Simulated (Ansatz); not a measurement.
# C₂H₁₀Ge (built from SMILES C[CH2][GeH3].[H][H]): search for a transition state

Aim: find the saddle point of a four-centre ligand exchange that is to form Ge1–H8, C2–H7 and break Ge1–C2, H7–H8, prove it by its vibrations, and relax downhill on both sides to see what it joins.

The runs use Ansatz 0.2.0, Gaussian basis; PBE0-D4, def2-SVP first, then def2-TZVP.

152 further runs of the same task are left out: 152 set aside as unsound or not needed. Runs told in other sessions of the task aren't counted.

## (1) Where the work starts

The guess: 13 atoms, charge 0, spin multiplicity 1.

Atoms are counted from 1 here; the program's logs count them from 0.

Bond lengths: Ge1–C2 2.361 Å, Ge1–H4 1.549 Å, Ge1–H5 1.491 Å, Ge1–H6 1.491 Å, Ge1–H7 1.680 Å, C2–C3 1.527 Å, C2–H7 1.348 Å, C2–H9 1.094 Å, C2–H10 1.094 Å, C3–H11 1.089 Å, C3–H12 1.090 Å, C3–H13 1.089 Å. Angles: C2–Ge1–H4 91.4°, C2–Ge1–H5 114.4°, C2–Ge1–H6 114.6°, C2–Ge1–H7 34.0°, H4–Ge1–H5 106.5°, H4–Ge1–H6 106.5°, H4–Ge1–H7 125.4°, H5–Ge1–H6 118.9°, H5–Ge1–H7 100.3°, H6–Ge1–H7 100.4°, Ge1–C2–C3 100.4°, Ge1–C2–H7 44.1°, Ge1–C2–H9 116.0°, Ge1–C2–H10 115.7°, C3–C2–H7 144.5°, C3–C2–H9 107.8°, C3–C2–H10 107.8°, H7–C2–H9 92.2° and more.

Coordinates:

```xyz
13
charge 0, multiplicity 1
Ge   -0.6983    0.0429    1.3686
C     0.5283   -0.4456   -0.5893
C     0.2630    0.8197   -1.4024
H    -1.1274    1.4188    0.8020
H    -1.9470   -0.7565    1.5285
H     0.1378    0.3234    2.5713
H     0.2744   -1.0742    0.5761
H     0.1809   -1.8968    1.6222
H     0.1750   -1.2987   -1.1753
H     1.6101   -0.5393   -0.4599
H     0.6313    1.7046   -0.8858
H     0.7729    0.7515   -2.3638
H    -0.8010    0.9504   -1.5920
```

Distances that are to change: Ge1–H8 2.14 Å, C2–H7 1.35 Å, Ge1–C2 2.36 Å, H7–H8 1.33 Å.

## (2) Relaxing the guess with the reacting distances held

The input, hold/in.yaml:

```yaml
crystal:
  periodic: [false, false, false]
  atoms:
    - {symbol: Ge, position_ang: [-0.698300, 0.042900, 1.368600]}
    - {symbol: C, position_ang: [0.528300, -0.445600, -0.589300]}
    - {symbol: C, position_ang: [0.263000, 0.819700, -1.402400]}
    - {symbol: H, position_ang: [-1.127400, 1.418800, 0.802000]}
    - {symbol: H, position_ang: [-1.947000, -0.756500, 1.528500]}
    - {symbol: H, position_ang: [0.137800, 0.323400, 2.571300]}
    - {symbol: H, position_ang: [0.274400, -1.074200, 0.576100]}
    - {symbol: H, position_ang: [0.180900, -1.896800, 1.622200]}
    - {symbol: H, position_ang: [0.175000, -1.298700, -1.175300]}
    - {symbol: H, position_ang: [1.610100, -0.539300, -0.459900]}
    - {symbol: H, position_ang: [0.631300, 1.704600, -0.885800]}
    - {symbol: H, position_ang: [0.772900, 0.751500, -2.363800]}
    - {symbol: H, position_ang: [-0.801000, 0.950400, -1.592000]}
basis:
  gaussian: {orbitals: def2-SVP}
hamiltonian: {xc: pbe0, dispersion: d4}
relax: {f_tol: 0.04, max_steps: 150, escape_saddle: false, constraints: [{distance: [0, 7]}, {distance: [1, 6]}, {distance: [0, 1]}, {distance: [6, 7]}]}
```

The run is started by

```bash
ansatz run in.yaml --threads 8 --pin off --events-out ev --progress --plain --max-ram 19148MiB
```

Further steps of the session: A starting Hessian; Saddle search in the small basis; Saddle search in triple zeta; Vibrations at the point found; Relaxing after a step of 0.30 Å one way along the mode; Relaxing after a step of 0.30 Å the other way along the mode.

Q: Predict the outcome of this session. Wanted: imaginary mode; barrier from the start side; barrier from the end side; energy of the step; pairs that change; zero-point energy at the saddle.

The runs gave:

```
                       quantity                                                     value
                 imaginary mode                                                1848i cm⁻¹
    barrier from the start side                                              312.6 kJ/mol
      barrier from the end side                                              358.2 kJ/mol
             energy of the step                                              -45.6 kJ/mol
              pairs that change  Ge1–H8 formed, C2–H7 formed, Ge1–C2 broken, H7–H8 broken
zero-point energy at the saddle                                                  2.741 eV
```

**Reading.** The point has a single imaginary mode (1848i cm⁻¹), as a transition state must. The two relaxations end on the structures that were planned. At PBE0-D4/def2-TZVP the electronic barrier is 312.6 kJ/mol, about 126 kT at 298 K, and the step runs 45.6 kJ/mol downhill. With so stiff a mode tunnelling counts: Wigner's rough correction is a factor of 4.3 at 298 K. These are plain relaxations, not an intrinsic reaction coordinate.
